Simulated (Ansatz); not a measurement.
# BHBr radical: a ladder of functionals and wavefunction methods

How much do the methods differ for BHBr radical? The plan is to run it at one geometry with functionals of several rungs and with coupled cluster. The yardstick is the atomisation energy at the CCSD(T) limit.

Computed with Ansatz 0.2.0, Gaussian basis. Level: functionals in def2-TZVPP, the program's frozen cores in correlated methods.

Plan: LDA (SPW92), PBE-D4, revPBE-D4, BLYP-D4, r2SCAN-D4, B97M-V, PBE0-D4, B3LYP-D4, r2SCANh-D4, r2SCAN0-D4, HSE06-D4, BHLYP-D4, CAM-B3LYP-D4, LC-ωPBE, ωB97X-V, ωB97M-V, B2PLYP, PBE-QIDH; CCSD(T)/def2-SVP; CCSD(T)/def2-TZVPP; CCSD(T)/def2-QZVPP; extrapolation to the limit; RPA on PBE.

## 1. The relaxed structure

An earlier PBE0-D4 in a triple-zeta def2 set relaxation fixed the geometry.

SMILES `[BH]Br`, 3 atoms, charge 0, spin multiplicity 2.

Atoms are counted from 1 here; the program's logs count them from 0.

Bond lengths: B1–Br2 1.868 Å, B1–H3 1.193 Å. Angles: Br2–B1–H3 123.6°.

## 2. LDA

This LDA is Slater exchange with PW92 correlation.

Input file in.yaml:

```yaml
crystal:
  periodic: [false, false, false]
  atoms:
    - {symbol: B, position_ang: [-0.094547, -0.523007, -0.115711]}
    - {symbol: Br, position_ang: [1.180969, 0.563235, 0.709761]}
    - {symbol: H, position_ang: [-1.097422, -0.105028, -0.607349]}
basis:
  gaussian: {orbitals: def2-TZVPP}
magnetization: {spin_polarized: true, initial_magnetization: 1}
hamiltonian: {xc: lda}
output: {orbitals: {seedname: orbitals}}
```

After this run come: PBE-D4 (GGA); revPBE-D4 (GGA); BLYP-D4 (GGA); r2SCAN-D4 (meta-GGA); B97M-V (meta-GGA); PBE0-D4 (hybrid); B3LYP-D4 (hybrid); r2SCANh-D4 (hybrid); r2SCAN0-D4 (hybrid); HSE06-D4 (hybrid); BHLYP-D4 (hybrid); CAM-B3LYP-D4 (range-separated); LC-ωPBE-D4 (range-separated); ωB97X-V (range-separated); ωB97M-V (range-separated); B2PLYP (double hybrid); PBE-QIDH (double hybrid); CCSD(T) in def2-SVP; CCSD(T) in def2-TZVPP; CCSD(T) in def2-QZVPP; RPA on PBE orbitals.

Q: Predict the results of all the runs planned. Wanted: atomisation energy, CCSD(T)/CBS; farthest beyond LDA; mean size of error, GGA; mean size of error, meta-GGA; mean size of error, hybrid; mean size of error, range-separated; mean size of error, double hybrid; gap, smallest and largest; T1 diagnostic.

**Answer**, as computed:

```
                               quantity                                                               value
        atomisation energy, CCSD(T)/CBS                                                            7.562 eV
    functionals within 0.076 eV (1.0 %)  BLYP-D4, B3LYP-D4, CAM-B3LYP-D4, LC-ωPBE, ωB97X-V, ωB97M-V, B2PLYP
                    farthest beyond LDA                                               r2SCAN-D4 (+0.384 eV)
                mean size of error, GGA                                                            0.181 eV
           mean size of error, meta-GGA                                                            0.255 eV
             mean size of error, hybrid                                                            0.202 eV
    mean size of error, range-separated                                                            0.032 eV
      mean size of error, double hybrid                                                            0.080 eV
              gap, smallest and largest                            1.34 eV (LDA (SPW92)), 9.00 eV (LC-ωPBE)
                          T1 diagnostic                                                              0.0130
triples share of the correlation energy                                                               3.5 %
```

**Reading.** The LDA atomisation energy is off by 1.256 eV (17 %): it overbinds. PBE-D4 misses by +0.350 eV. Double hybrids carry the basis error of their MP2 part in triple zeta, and no dispersion term here, so their miss is partly the set-up's. Taken by rung, range-separated functionals do best (0.032 eV on average) and meta-GGA ones worst beyond LDA (0.255 eV). Misses under about 0.076 eV are within the doubt on the reference itself, which lacks core-valence correlation, relativity and higher excitations, and its outer-core shells are covered unevenly. All levels share the lack of spin-orbit coupling, which lowers the free heavy atoms and so the true binding. Hartree-Fock recovers 79 % of the binding; the rest is correlation. CCSD(T) in def2-SVP is off by -0.369 eV, which most functionals beat. Orbital gaps span 1.3 to 9.0 eV; exact exchange widens them. Correlated methods include outer-core shells of Br, which these sets cover unevenly.
